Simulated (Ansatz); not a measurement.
# C2H9NOSSi: two geometries relaxed

Aim: relax the geometries before and after the inversion of the pyramid at N5, and see whether they are two minima and how far apart in energy. SMILES of the start: COC[SiH](N)S.

All numbers below are computed with Ansatz 0.2.0 (RKS PBE0-D4/def2-SVP).

## (1) The starting structure

Bond lengths: C1–O2 1.479 Å, O2–C3 1.431 Å, C3–Si4 1.861 Å, Si4–N5 1.774 Å, Si4–S6 2.133 Å, C1–H7 1.071 Å, C1–H8 1.072 Å, C1–H9 1.126 Å, C3–H10 1.140 Å, C3–H11 1.113 Å, Si4–H12 1.432 Å, N5–H13 1.057 Å, N5–H14 0.984 Å, S6–H15 1.355 Å. Angles (14 of 23 angles, heavy atoms first): C1–O2–C3 112.2°, O2–C3–Si4 117.8°, C3–Si4–N5 108.6°, C3–Si4–S6 112.2°, N5–Si4–S6 102.8°, O2–C1–H7 109.5°, O2–C1–H8 104.7°, O2–C1–H9 105.5°, O2–C3–H10 108.0°, O2–C3–H11 109.7°, Si4–C3–H10 105.3°, Si4–C3–H11 110.5°, C3–Si4–H12 115.7°, N5–Si4–H12 105.4°.

Structure file:

```xyz
15

C     0.7404   -2.5974   -0.3264
O     0.3140   -1.2455   -0.7492
C     0.4521   -0.2828    0.3003
Si    0.0497    1.4910   -0.0925
N    -1.6435    1.5848   -0.6140
S     0.0789    2.7287    1.6450
H     1.7724   -2.5727   -0.0399
H     0.5890   -3.2139   -1.1903
H     0.0649   -2.8720    0.5320
H     1.5431   -0.2769    0.6319
H    -0.1140   -0.6212    1.1967
H     0.8092    2.0797   -1.1546
H    -1.8585    2.5588   -0.9634
H    -1.7939    0.9820   -1.3765
H    -1.0256    2.2066    2.2303
```

## (2) Relaxing end A

The input, input.yaml:

```yaml
crystal:
  periodic: [false, false, false]
  atoms:
    - { symbol: C, position_ang: [0.7404, -2.5974, -0.3264] }
    - { symbol: O, position_ang: [0.314, -1.2455, -0.7492] }
    - { symbol: C, position_ang: [0.4521, -0.2828, 0.3003] }
    - { symbol: Si, position_ang: [0.0497, 1.491, -0.0925] }
    - { symbol: "N", position_ang: [-1.6435, 1.5848, -0.614] }
    - { symbol: S, position_ang: [0.0789, 2.7287, 1.645] }
    - { symbol: H, position_ang: [1.7724, -2.5727, -0.0399] }
    - { symbol: H, position_ang: [0.589, -3.2139, -1.1903] }
    - { symbol: H, position_ang: [0.0649, -2.872, 0.532] }
    - { symbol: H, position_ang: [1.5431, -0.2769, 0.6319] }
    - { symbol: H, position_ang: [-0.114, -0.6212, 1.1967] }
    - { symbol: H, position_ang: [0.8092, 2.0797, -1.1546] }
    - { symbol: H, position_ang: [-1.8585, 2.5588, -0.9634] }
    - { symbol: H, position_ang: [-1.7939, 0.982, -1.3765] }
    - { symbol: H, position_ang: [-1.0256, 2.2066, 2.2303] }
basis:
  gaussian: { orbitals: def2-SVP }
hamiltonian:
  xc: pbe0
  dispersion: d4
relax:
  f_tol: 0.015
  max_steps: 40
output:
  orbitals: {}
```

Command:

```console
> ansatz run input.yaml --threads 2 --pin off --max-ram 3072MiB --backend cpu --events-out ev --progress --plain --runs-dir out
```

Standard output, shortened:

```text
Warning: RAYON_NUM_THREADS=2 ignored (pool sized by the plan → 2); use --threads N
[...]
Functional definition: PBE0
[...]
1467 factors; integrals over basis functions are off by at most 3.8e-4 eV
[...]
mean field -24447.57271949 eV, -898.4317262812 hartree, gradient 2.1e-5 eV, S^2 0.000000; 0 other end points of the search recorded, 0 dependent functions left out
[...]
reference -24447.57275087 eV, -898.4317274346 hartree; 33, 33 occupied and 104, 104 virtual orbitals, 1467 factors
relax step   1: F+E_penalty+E_count = -24447.86562304 eV  Δ(F+E_penalty+E_count) = +0.000e0 eV  max|allowed force component| = 2.939e0 eV/Å  Δτ_max = 0.0000 Å  (27 SCF iters, accepted)
[...]
relax step   3: F+E_penalty+E_count = -24448.41255769 eV  Δ(F+E_penalty+E_count) = -1.040e-1 eV  max|allowed force component| = 5.681e-1 eV/Å  Δτ_max = 0.1437 Å  (28 SCF iters, accepted)
[...]
relax step   5: F+E_penalty+E_count = -24448.47240283 eV  Δ(F+E_penalty+E_count) = -5.985e-2 eV  max|allowed force component| = 3.277e-1 eV/Å  Δτ_max = 0.0970 Å  (27 SCF iters, accepted)
[...]
relax step   7: F+E_penalty+E_count = -24448.49087346 eV  Δ(F+E_penalty+E_count) = -5.449e-3 eV  max|allowed force component| = 1.729e-1 eV/Å  Δτ_max = 0.0744 Å  (28 SCF iters, accepted)
[...]
relax step   8: F+E_penalty+E_count = -24448.49681778 eV  Δ(F+E_penalty+E_count) = -5.944e-3 eV  max|allowed force component| = 6.032e-2 eV/Å  Δτ_max = 0.0994 Å  (29 SCF iters, accepted)
[...]
relax step   9: F+E_penalty+E_count = -24448.49737037 eV  Δ(F+E_penalty+E_count) = -5.526e-4 eV  max|allowed force component| = 2.434e-1 eV/Å  Δτ_max = 0.0262 Å  (29 SCF iters, accepted)
[...]
1467 factors; integrals over basis functions are off by at most 5.0e-4 eV
mean field -24448.19883645 eV, -898.4547356553 hartree, gradient 1.1e-5 eV, S^2 0.000000; 0 other end points of the search recorded, 0 dependent functions left out
[...]
reference -24448.19886720 eV, -898.4547367852 hartree; 33, 33 occupied and 104, 104 virtual orbitals, 1467 factors
```

## (3) The log goes on: end point A relaxed

Output, continued, shortened:

```text
relax step  10: F+E_penalty+E_count = -24448.49744365 eV  Δ(F+E_penalty+E_count) = -7.328e-5 eV  max|allowed force component| = 1.187e-1 eV/Å  Δτ_max = 0.0851 Å  (29 SCF iters, accepted)
[...]
relax step  15: F+E_penalty+E_count = -24448.50008662 eV  Δ(F+E_penalty+E_count) = -3.505e-4 eV  max|allowed force component| = 1.964e-2 eV/Å  Δτ_max = 0.0221 Å  (29 SCF iters, accepted)
[...]
relax step  16: F+E_penalty+E_count = -24448.50015580 eV  Δ(F+E_penalty+E_count) = -6.919e-5 eV  max|allowed force component| = 7.517e-3 eV/Å  Δτ_max = 0.0101 Å  (22 SCF iters, accepted)
1467 factors; integrals over basis functions are off by at most 5.0e-4 eV
[...]
mean field -24448.20093235 eV, -898.4548126780 hartree, gradient 8.0e-6 eV, S^2 0.000000; 1 other end points of the search recorded, 0 dependent functions left out
[...]
Atom 5 at     0.068117     2.865284     1.632911 Å, force     0.000855     0.000284     0.001677 eV/Å
Atom 6 at     1.638924    -2.549814    -0.238401 Å, force    -0.004148    -0.000641    -0.000353 eV/Å
Atom 7 at     0.290021    -2.963457    -1.344098 Å, force     0.000981     0.002660     0.005412 eV/Å
Atom 8 at    -0.004570    -2.824706     0.419772 Å, force     0.002441     0.002488    -0.002394 eV/Å
Atom 9 at     1.618166    -0.279607     0.721688 Å, force     0.000590    -0.001023     0.000718 eV/Å
Atom 10 at    -0.027262    -0.530088     1.347749 Å, force     0.001225     0.000805    -0.001791 eV/Å
Atom 11 at     1.135069     2.126354    -0.927100 Å, force    -0.001511     0.002894     0.000598 eV/Å
Atom 12 at    -1.979687     2.132380    -1.174133 Å, force    -0.002835     0.005071    -0.003422 eV/Å
Atom 13 at    -1.668269     0.479612    -1.196109 Å, force    -0.001209    -0.002199    -0.000645 eV/Å
Atom 14 at    -1.014150     2.289000     2.202408 Å, force     0.003086    -0.000847    -0.003179 eV/Å
Dipole moment:    -0.179311    -0.427961    -0.114182 e Å
```

Run time: 31 s. Hardware: 2 threads of AMD EPYC 9R45 (Zen 5), shared host; peak memory 0.38 GiB.

Relaxation path:

| step | energy from step 1 (eV) | largest force component (eV/Å) |
| --- | --- | --- |
| 1 | 0.0000 | 2.9389 |
| 2 | -0.4429 | 1.5114 |
| 3 | -0.5469 | 0.5681 |
| 4x | -0.4945 | 2.3038 |
| 5 | -0.6068 | 0.3277 |
| 6 | -0.6198 | 0.2297 |
| 7 | -0.6252 | 0.1729 |
| 8 | -0.6312 | 0.0603 |
| 9 | -0.6317 | 0.2434 |
| 10 | -0.6318 | 0.1187 |
| 11 | -0.6338 | 0.0364 |
| 12 | -0.6338 | 0.0486 |
| 13x | -0.6337 | 0.0853 |
| 14 | -0.6341 | 0.0358 |
| 15 | -0.6345 | 0.0196 |
| 16 | -0.6345 | 0.0075 |

Step 1 is the start. 2 steps were tried and not accepted (marked x).

After: Bond lengths: C1–O2 1.395 Å, O2–C3 1.406 Å, C3–Si4 1.892 Å, Si4–N5 1.722 Å, Si4–S6 2.148 Å, C1–H7 1.108 Å, C1–H8 1.100 Å, C1–H9 1.108 Å, C3–H10 1.110 Å, C3–H11 1.111 Å, Si4–H12 1.497 Å, N5–H13 1.013 Å, N5–H14 1.017 Å, S6–H15 1.352 Å. Angles (14 of 23 angles, heavy atoms first): C1–O2–C3 113.8°, O2–C3–Si4 107.1°, C3–Si4–N5 103.7°, C3–Si4–S6 111.8°, N5–Si4–S6 111.3°, O2–C1–H7 111.8°, O2–C1–H8 108.1°, O2–C1–H9 111.8°, O2–C3–H10 111.8°, O2–C3–H11 111.4°, Si4–C3–H10 110.4°, Si4–C3–H11 109.8°, C3–Si4–H12 110.2°, N5–Si4–H12 117.6°.

## (4) Relaxing end B

The second end starts from a geometry with the move made by hand.

Changes to input.yaml since step 2:

```diff
@@ -15,4 +15,4 @@
     - { symbol: H, position_ang: [0.8092, 2.0797, -1.1546] }
-    - { symbol: H, position_ang: [-1.8585, 2.5588, -0.9634] }
-    - { symbol: H, position_ang: [-1.7939, 0.982, -1.3765] }
+    - { symbol: H, position_ang: [-2.19531, 2.18087, 0.06216] }
+    - { symbol: H, position_ang: [-2.0532, 0.69104, -0.58694] }
     - { symbol: H, position_ang: [-1.0256, 2.2066, 2.2303] }
@@ -26,3 +26 @@
   max_steps: 40
-output:
-  orbitals: {}
```

Command:

```console
> ansatz run input.yaml --threads 2 --pin off --max-ram 3072MiB --backend cpu --events-out ev --progress --plain --runs-dir out
```

Standard output:

```text
Warning: RAYON_NUM_THREADS=2 ignored (pool sized by the plan → 2); use --threads N
The last accepted step is kept in <dir> (removed where the run ends without a failure and the disk answers)
Engine: ansatz 0.2.0, x86_64-unknown-linux-gnu
[... 1 set-up line as earlier in the session ...]
  parameter a = 0.25
  parameter kappa = 0.804
  parameter beta = 0.06672455060314922
  exchange = (1 - a)*pbe_x(kappa = kappa, mu = beta*pi^2/3) + a*exact_x
  correlation = pbe_c(beta = beta)
1469 factors; integrals over basis functions are off by at most 3.8e-4 eV
mean field evaluation 1: about -24439.3209 eV, gradient 6.1e1 eV
mean field evaluation 2: about -24432.6211 eV, gradient 8.0e1 eV
mean field evaluation 4: about -24447.3988 eV, gradient 3.5e0 eV
mean field evaluation 8: about -24447.4560 eV, gradient 6.4e-2 eV
mean field evaluation 16: about -24447.4560 eV, gradient 2.0e-5 eV
mean field -24447.45600657 eV, -898.4274371607 hartree, gradient 2.0e-5 eV, S^2 0.000000; 0 other end points of the search recorded, 0 dependent functions left out
the calculation of the forces begins
reference -24447.45603687 eV, -898.4274382740 hartree; 33, 33 occupied and 104, 104 virtual orbitals, 1469 factors
relax step   1: F+E_penalty+E_count = -24447.75087115 eV  Δ(F+E_penalty+E_count) = +0.000e0 eV  max|allowed force component| = 2.933e0 eV/Å  Δτ_max = 0.0000 Å  (27 SCF iters, accepted)
these checks for a lower state are left out or cut short: starts, cluster_reference, orbital_swaps, neighbouring_geometries, increment
1469 factors; integrals over basis functions are off by at most 3.8e-4 eV
mean field -24447.92721649 eV, -898.4447538058 hartree, gradient 8.5e-6 eV, S^2 0.000000; 0 other end points of the search recorded, 0 dependent functions left out
the calculation of the forces begins
reference -24447.92724661 eV, -898.4447549126 hartree; 33, 33 occupied and 104, 104 virtual orbitals, 1469 factors
relax step   2: F+E_penalty+E_count = -24448.22227417 eV  Δ(F+E_penalty+E_count) = -4.714e-1 eV  max|allowed force component| = 1.501e0 eV/Å  Δτ_max = 0.1948 Å  (28 SCF iters, accepted)
these checks for a lower state are left out or cut short: starts, cluster_reference, orbital_swaps, neighbouring_geometries, increment
1469 factors; integrals over basis functions are off by at most 4.0e-4 eV
mean field -24448.03079839 eV, -898.4485603704 hartree, gradient 1.2e-5 eV, S^2 0.000000; 0 other end points of the search recorded, 0 dependent functions left out
the calculation of the forces begins
reference -24448.03082885 eV, -898.4485614898 hartree; 33, 33 occupied and 104, 104 virtual orbitals, 1469 factors
relax step   3: F+E_penalty+E_count = -24448.32691522 eV  Δ(F+E_penalty+E_count) = -1.046e-1 eV  max|allowed force component| = 6.882e-1 eV/Å  Δτ_max = 0.1938 Å  (29 SCF iters, accepted)
these checks for a lower state are left out or cut short: starts, cluster_reference, orbital_swaps, neighbouring_geometries, increment
1469 factors; integrals over basis functions are off by at most 4.2e-4 eV
mean field evaluation 32: about -24448.0572 eV, gradient 1.3e-1 eV
mean field -24448.08756845 eV, -898.4506466316 hartree, gradient 8.4e-6 eV, S^2 0.000000; 0 other end points of the search recorded, 0 dependent functions left out
the calculation of the forces begins
reference -24448.08759873 eV, -898.4506477443 hartree; 33, 33 occupied and 104, 104 virtual orbitals, 1469 factors
relax step   4: F+E_penalty+E_count = -24448.38478800 eV  Δ(F+E_penalty+E_count) = -5.787e-2 eV  max|allowed force component| = 3.989e-1 eV/Å  Δτ_max = 0.1070 Å  (27 SCF iters, accepted)
these checks for a lower state are left out or cut short: starts, cluster_reference, orbital_swaps, neighbouring_geometries, increment
1469 factors; integrals over basis functions are off by at most 4.4e-4 eV
mean field -24448.13318447 eV, -898.4523229892 hartree, gradient 7.1e-6 eV, S^2 0.000000; 0 other end points of the search recorded, 0 dependent functions left out
the calculation of the forces begins
reference -24448.13321463 eV, -898.4523240977 hartree; 33, 33 occupied and 104, 104 virtual orbitals, 1469 factors
relax step   5: F+E_penalty+E_count = -24448.43077919 eV  Δ(F+E_penalty+E_count) = -4.599e-2 eV  max|allowed force component| = 3.895e-1 eV/Å  Δτ_max = 0.1999 Å  (29 SCF iters, accepted)
these checks for a lower state are left out or cut short: starts, cluster_reference, orbital_swaps, neighbouring_geometries, increment
1469 factors; integrals over basis functions are off by at most 4.4e-4 eV
mean field -24448.14146038 eV, -898.4526271235 hartree, gradient 1.0e-5 eV, S^2 0.000000; 0 other end points of the search recorded, 0 dependent functions left out
the calculation of the forces begins
reference -24448.14149047 eV, -898.4526282291 hartree; 33, 33 occupied and 104, 104 virtual orbitals, 1469 factors
relax step   6: F+E_penalty+E_count = -24448.43958392 eV  Δ(F+E_penalty+E_count) = -8.805e-3 eV  max|allowed force component| = 2.258e-1 eV/Å  Δτ_max = 0.0480 Å  (29 SCF iters, accepted)
these checks for a lower state are left out or cut short: starts, cluster_reference, orbital_swaps, neighbouring_geometries, increment
1469 factors; integrals over basis functions are off by at most 4.1e-4 eV
mean field -24448.16848947 eV, -898.4536204241 hartree, gradient 1.5e-5 eV, S^2 0.000000; 0 other end points of the search recorded, 0 dependent functions left out
the calculation of the forces begins
reference -24448.16851976 eV, -898.4536215374 hartree; 33, 33 occupied and 104, 104 virtual orbitals, 1469 factors
relax step   7: F+E_penalty+E_count = -24448.46752334 eV  Δ(F+E_penalty+E_count) = -2.794e-2 eV  max|allowed force component| = 3.818e-1 eV/Å  Δτ_max = 0.1683 Å  (28 SCF iters, accepted)
these checks for a lower state are left out or cut short: starts, cluster_reference, orbital_swaps, neighbouring_geometries, increment
1469 factors; integrals over basis functions are off by at most 5.1e-4 eV
mean field evaluation 64: about -24448.1118 eV, gradient 9.9e-6 eV
mean field -24448.11176347 eV, -898.4515357822 hartree, gradient 9.9e-6 eV, S^2 0.000000; 0 other end points of the search recorded, 0 dependent functions left out
the calculation of the forces begins
reference -24448.11179434 eV, -898.4515369166 hartree; 33, 33 occupied and 104, 104 virtual orbitals, 1469 factors
relax step   8: F+E_penalty+E_count = -24448.41071462 eV  Δ(F+E_penalty+E_count) = +5.681e-2 eV  max|allowed force component| = 1.990e0 eV/Å  Δτ_max = 0.1940 Å  (29 SCF iters, rejected (line search))
these checks for a lower state are left out or cut short: starts, cluster_reference, orbital_swaps, neighbouring_geometries, increment
1469 factors; integrals over basis functions are off by at most 4.5e-4 eV
mean field -24448.19514300 eV, -898.4545999232 hartree, gradient 1.1e-5 eV, S^2 0.000000; 0 other end points of the search recorded, 0 dependent functions left out
the calculation of the forces begins
reference -24448.19517346 eV, -898.4546010428 hartree; 33, 33 occupied and 104, 104 virtual orbitals, 1469 factors
relax step   9: F+E_penalty+E_count = -24448.49421408 eV  Δ(F+E_penalty+E_count) = -2.669e-2 eV  max|allowed force component| = 2.428e-1 eV/Å  Δτ_max = 0.0969 Å  (27 SCF iters, accepted)
these checks for a lower state are left out or cut short: starts, cluster_reference, orbital_swaps, neighbouring_geometries, increment
1469 factors; integrals over basis functions are off by at most 4.8e-4 eV
mean field -24448.19730313 eV, -898.4546793067 hartree, gradient 1.3e-5 eV, S^2 0.000000; 0 other end points of the search recorded, 0 dependent functions left out
the calculation of the forces begins
reference -24448.19733369 eV, -898.4546804297 hartree; 33, 33 occupied and 104, 104 virtual orbitals, 1469 factors
relax step  10: F+E_penalty+E_count = -24448.49643927 eV  Δ(F+E_penalty+E_count) = -2.225e-3 eV  max|allowed force component| = 1.245e-1 eV/Å  Δτ_max = 0.1000 Å  (29 SCF iters, accepted)
these checks for a lower state are left out or cut short: starts, cluster_reference, orbital_swaps, neighbouring_geometries, increment
1469 factors; integrals over basis functions are off by at most 4.9e-4 eV
mean field -24448.19972892 eV, -898.4547684530 hartree, gradient 1.0e-5 eV, S^2 0.000000; 0 other end points of the search recorded, 0 dependent functions left out
the calculation of the forces begins
reference -24448.19975948 eV, -898.4547695759 hartree; 33, 33 occupied and 104, 104 virtual orbitals, 1469 factors
relax step  11: F+E_penalty+E_count = -24448.49877461 eV  Δ(F+E_penalty+E_count) = -2.335e-3 eV  max|allowed force component| = 8.161e-2 eV/Å  Δτ_max = 0.0377 Å  (28 SCF iters, accepted)
these checks for a lower state are left out or cut short: starts, cluster_reference, orbital_swaps, neighbouring_geometries, increment
1469 factors; integrals over basis functions are off by at most 4.9e-4 eV
mean field -24448.20033518 eV, -898.4547907326 hartree, gradient 1.1e-5 eV, S^2 0.000000; 0 other end points of the search recorded, 0 dependent functions left out
the calculation of the forces begins
reference -24448.20036583 eV, -898.4547918588 hartree; 33, 33 occupied and 104, 104 virtual orbitals, 1469 factors
relax step  12: F+E_penalty+E_count = -24448.49940668 eV  Δ(F+E_penalty+E_count) = -6.321e-4 eV  max|allowed force component| = 5.518e-2 eV/Å  Δτ_max = 0.0284 Å  (29 SCF iters, accepted)
these checks for a lower state are left out or cut short: starts, cluster_reference, orbital_swaps, neighbouring_geometries, increment
1469 factors; integrals over basis functions are off by at most 4.9e-4 eV
mean field evaluation 96: about -24448.2009 eV, gradient 1.1e-3 eV
mean field -24448.20086210 eV, -898.4548100963 hartree, gradient 8.6e-6 eV, S^2 0.000000; 0 other end points of the search recorded, 0 dependent functions left out
the calculation of the forces begins
reference -24448.20089270 eV, -898.4548112210 hartree; 33, 33 occupied and 104, 104 virtual orbitals, 1469 factors
relax step  13: F+E_penalty+E_count = -24448.49998193 eV  Δ(F+E_penalty+E_count) = -5.752e-4 eV  max|allowed force component| = 1.951e-2 eV/Å  Δτ_max = 0.0131 Å  (24 SCF iters, accepted)
these checks for a lower state are left out or cut short: starts, cluster_reference, orbital_swaps, neighbouring_geometries, increment
1469 factors; integrals over basis functions are off by at most 5.0e-4 eV
mean field -24448.20091470 eV, -898.4548120296 hartree, gradient 1.1e-5 eV, S^2 0.000000; 0 other end points of the search recorded, 0 dependent functions left out
the calculation of the forces begins
reference -24448.20094530 eV, -898.4548131538 hartree; 33, 33 occupied and 104, 104 virtual orbitals, 1469 factors
relax step  14: F+E_penalty+E_count = -24448.50008197 eV  Δ(F+E_penalty+E_count) = -1.000e-4 eV  max|allowed force component| = 9.675e-3 eV/Å  Δτ_max = 0.0061 Å  (22 SCF iters, accepted)
1469 factors; integrals over basis functions are off by at most 5.0e-4 eV
mean field -24448.20091470 eV, -898.4548120296 hartree, gradient 1.1e-5 eV, S^2 0.000000; 1 other end points of the search recorded, 0 dependent functions left out
the calculation of the forces begins
reference -24448.20094530 eV, -898.4548131538 hartree; 33, 33 occupied and 104, 104 virtual orbitals, 1469 factors
Total energy: -24448.50011256 eV, -898.4658073481 hartree
Atom 0 at     0.556239    -2.426316    -0.381966 Å, force     0.001514    -0.003658     0.000734 eV/Å
Atom 1 at     0.169939    -1.098842    -0.566112 Å, force    -0.003259     0.000385    -0.001377 eV/Å
Atom 2 at     0.571207    -0.244047     0.474393 Å, force     0.001222     0.001332     0.009675 eV/Å
Atom 3 at    -0.044998     1.492750     0.051247 Å, force     0.002390    -0.005187    -0.008621 eV/Å
Atom 4 at    -1.693635     1.249776    -0.382027 Å, force    -0.000252     0.007084    -0.002116 eV/Å
Atom 5 at     0.140558     2.824288     1.726687 Å, force    -0.008250    -0.001721     0.003557 eV/Å
Atom 6 at     1.657646    -2.529440    -0.320342 Å, force    -0.001495     0.000487    -0.001592 eV/Å
Atom 7 at     0.197494    -3.008954    -1.242570 Å, force    -0.001412     0.001479    -0.000287 eV/Å
Atom 8 at     0.122642    -2.856508     0.542885 Å, force     0.000812     0.000520    -0.001066 eV/Å
Atom 9 at     1.673490    -0.242845     0.605379 Å, force     0.000887    -0.001331    -0.001897 eV/Å
Atom 10 at     0.141709    -0.563061     1.448483 Å, force     0.001511    -0.000946    -0.000602 eV/Å
Atom 11 at     0.849192     2.131073    -0.965131 Å, force     0.000045    -0.000766     0.001780 eV/Å
Atom 12 at    -2.258086     1.998233    -0.766568 Å, force    -0.004298    -0.002909     0.001677 eV/Å
Atom 13 at    -1.889166     0.358871    -0.830965 Å, force     0.007355     0.001687     0.003185 eV/Å
Atom 14 at    -0.812141     2.195333     2.451128 Å, force     0.003229     0.003542    -0.003050 eV/Å
Dipole moment:    -0.177835    -0.434958    -0.084429 e Å
```

Run time: 27 s. Hardware: 2 threads of AMD EPYC 9R45 (Zen 5), shared host; peak memory 0.38 GiB.

Step by step:

| step | energy from step 1 (eV) | largest force component (eV/Å) |
| --- | --- | --- |
| 1 | 0.0000 | 2.9332 |
| 2 | -0.4714 | 1.5013 |
| 3 | -0.5760 | 0.6882 |
| 4 | -0.6339 | 0.3989 |
| 5 | -0.6799 | 0.3895 |
| 6 | -0.6887 | 0.2258 |
| 7 | -0.7167 | 0.3818 |
| 8x | -0.6598 | 1.9903 |
| 9 | -0.7433 | 0.2428 |
| 10 | -0.7456 | 0.1245 |
| 11 | -0.7479 | 0.0816 |
| 12 | -0.7485 | 0.0552 |
| 13 | -0.7491 | 0.0195 |
| 14 | -0.7492 | 0.0097 |

Step 1 is the start. 1 step was tried and not accepted (marked x).

After: Bond lengths: C1–O2 1.395 Å, O2–C3 1.405 Å, C3–Si4 1.891 Å, Si4–N5 1.722 Å, Si4–S6 2.148 Å, C1–H7 1.108 Å, C1–H8 1.099 Å, C1–H9 1.108 Å, C3–H10 1.110 Å, C3–H11 1.111 Å, Si4–H12 1.497 Å, N5–H13 1.013 Å, N5–H14 1.017 Å, S6–H15 1.352 Å. Angles (14 of 23 angles, heavy atoms first): C1–O2–C3 113.7°, O2–C3–Si4 107.5°, C3–Si4–N5 103.8°, C3–Si4–S6 111.5°, N5–Si4–S6 111.5°, O2–C1–H7 111.8°, O2–C1–H8 108.1°, O2–C1–H9 111.8°, O2–C3–H10 111.8°, O2–C3–H11 111.4°, Si4–C3–H10 110.4°, Si4–C3–H11 109.5°, C3–Si4–H12 110.4°, N5–Si4–H12 117.5°.

## (5) Results

| quantity | value |
| --- | --- |
| end A | 13 moves, 0.635 eV lower |
| end B | 12 moves, 0.749 eV lower |
| largest difference between the ends | 0.03 Å |
| end B relative to end A | +0.000 eV |

The two relaxations end at one structure, within 0.03 Å: no second minimum was found from this start, which doesn't rule one out.
